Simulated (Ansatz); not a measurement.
# C2H4BF: the cost of one run

Program: Ansatz 0.2.0. Level of theory: RKS B3LYP-D4/def2-SVP. These are calculated values, not measurements.

**1. The structure to begin with**

Bond lengths: B1–C2 1.518 Å, C2–C3 1.309 Å, C2–F4 1.327 Å, B1–H5 1.242 Å, B1–H6 1.195 Å, C3–H7 1.095 Å, C3–H8 1.128 Å. Angles: B1–C2–C3 120.3°, B1–C2–F4 120.8°, C3–C2–F4 118.8°, C2–B1–H5 119.5°, C2–B1–H6 125.3°, H5–B1–H6 115.1°, C2–C3–H7 122.5°, C2–C3–H8 121.8°, H7–C3–H8 115.3°.

Coordinates:

```xyz
8

B    -0.3227    1.1357   -0.4020
C    -0.1563   -0.3717   -0.3325
C     0.4577   -0.9223    0.6845
F    -0.5549   -1.1456   -1.3346
H    -0.9415    1.6388   -1.3541
H     0.0313    1.9084    0.4384
H     0.6572   -1.9972    0.7387
H     0.9213   -0.3032    1.5058
```

**2. End point A**

The input, input.yaml:

```yaml
crystal:
  periodic: [false, false, false]
  atoms:
    - { symbol: B, position_ang: [-0.3227, 1.1357, -0.402] }
    - { symbol: C, position_ang: [-0.1563, -0.3717, -0.3325] }
    - { symbol: C, position_ang: [0.4577, -0.9223, 0.6845] }
    - { symbol: F, position_ang: [-0.5549, -1.1456, -1.3346] }
    - { symbol: H, position_ang: [-0.9415, 1.6388, -1.3541] }
    - { symbol: H, position_ang: [0.0313, 1.9084, 0.4384] }
    - { symbol: H, position_ang: [0.6572, -1.9972, 0.7387] }
    - { symbol: H, position_ang: [0.9213, -0.3032, 1.5058] }
basis:
  gaussian: { orbitals: def2-SVP }
hamiltonian:
  xc: b3lyp
  dispersion: d4
relax:
  f_tol: 0.02
  max_steps: 50
```

On the command line:

```
$ ansatz run input.yaml --threads 1 --pin off --max-ram 2048MiB --backend cpu --events-out ev --progress --plain --runs-dir out
```

**Question.** How long does this run take on 1 thread of an Arm CPU, shared host, and how much memory does it need?

About 12 s, with a peak of 0.14 GiB.
